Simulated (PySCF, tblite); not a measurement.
# C5H8O3SSi: geometry, infrared bands and NMR shifts

Wanted: the infrared bands and NMR shifts of C5H8O3SSi (`C=C([SiH2]OC(C)=S)C(=O)O`), by calculation.

Computed with tblite 0.8.0 and PySCF 2.14.0, with density-fitted response routines of our own, on a single molecule in the gas phase. Atoms count from 0, in the outputs and in this text.

### Step 1. The molecule as given

18 atoms, charge 0, multiplicity 1; geometry from: force field or distance geometry start.

Bonds of the start (Å): C0–C1 1.31, C1–Si2 1.87, Si2–O3 1.73, O3–C4 1.39, C4–C5 1.50, C4–S6 1.62, C1–C7 1.46, C7–O8 1.27, C7–O9 1.40, C0–H10 1.08, C0–H11 1.08, Si2–H12 1.46, Si2–H13 1.49, C5–H14 1.10, C5–H15 1.10, C5–H16 1.09, O9–H17 1.01.

### Step 2. Geometry optimisation with GFN2-xTB

The job: settings as JSON, then the geometry in Å.

```
{"job": {"kind": "relax", "xc": "GFN2-xTB", "basis": "xTB"}, "charge": 0, "multiplicity": 1}
C     -2.621000    -1.482600     0.000900
C     -1.757700    -0.521400    -0.234400
Si    -0.027200    -0.997800    -0.767200
O      1.011800     0.196200    -0.072800
C      2.385300     0.033700     0.048100
C      3.292200     0.996700    -0.658300
S      2.945100    -1.205100     0.930200
C     -2.057800     0.898000    -0.062700
O     -1.108900     1.705800    -0.320700
O     -3.318800     1.343200     0.340000
H     -3.625800    -1.226000     0.315300
H     -2.329500    -2.515500    -0.135000
H      0.299100    -2.370300    -0.393700
H      0.031700    -0.800200    -2.244800
H      3.293900     1.926700    -0.071100
H      4.273300     0.520600    -0.758400
H      2.846500     1.180500    -1.639600
H     -3.540900     2.323800     0.447800
```

On the command line:

```
OMP_NUM_THREADS=1 python probes_run.py task.json out
```

One launch serves the whole session: the jobs run in the order shown.

**Question.** This job is followed by: GFN2-xTB harmonic vibrations, gas phase; GIAO PBE0/pcSseg-1 NMR shielding, non-relativistic, gas phase. What will the session give for the following? strongest single infrared mode (GFN2-xTB); zero-point energy (GFN2-xTB); 13C shifts against TMS (PBE0/pcSseg-1); 1H shifts against TMS (PBE0/pcSseg-1, means over atoms taken as alike); 29Si shifts against TMS (PBE0/pcSseg-1); 17O shifts against H2O (PBE0/pcSseg-1); 33S shifts against CS2 (PBE0/pcSseg-1); surface potential, 1st and 99th percentile.

The runs gave:

| quantity | value |
| --- | --- |
| strongest single infrared mode (GFN2-xTB) | 1284 cm⁻¹, 582 km/mol |
| zero-point energy (GFN2-xTB) | 75.3 kcal/mol |
| 13C shifts against TMS (PBE0/pcSseg-1) | 234.0, 173.3, 152.0, 145.7, 37.1 ppm |
| 1H shifts against TMS (PBE0/pcSseg-1, means over atoms taken as alike) | 7.33, 6.84, 6.26, 5.27, 2.79 ppm |
| 29Si shifts against TMS (PBE0/pcSseg-1) | -34.2 ppm |
| 17O shifts against H2O (PBE0/pcSseg-1) | 454.4, 269.8, 195.9 ppm |
| 33S shifts against CS2 (PBE0/pcSseg-1) | 489 ppm |
| surface potential, 1st and 99th percentile | -1.41 V and 2.25 V |

What this shows: The optimisation took 209 steps and gained 1.073 eV; among the close pairs (by a distance rule), Si2–O3 changed most, from 1.728 to 1.654 Å. No mode is imaginary among the 48: a minimum at this level. The strongest single mode, at 1284 cm⁻¹, has its largest shares on C7, C1 and C4 (the list is cut at 3 atoms). GFN2-xTB is a fitted tight-binding method: band positions and strengths are rough. Its intensities can rank the bands wrongly. C4 (thiocarbonyl carbon) lies farthest downfield among carbon, at 234.0 ppm; the small n→π* gap of C=S deshields it strongly. At PBE0/pcSseg-1: The widest tensor belongs to S6: span 916 ppm, with a paramagnetic part of -1042 ppm. By nearest atom (PBE0/pcSseg-1), the HOMO sits on S6 81 % and the LUMO on C0 30 %; C1 19 %.
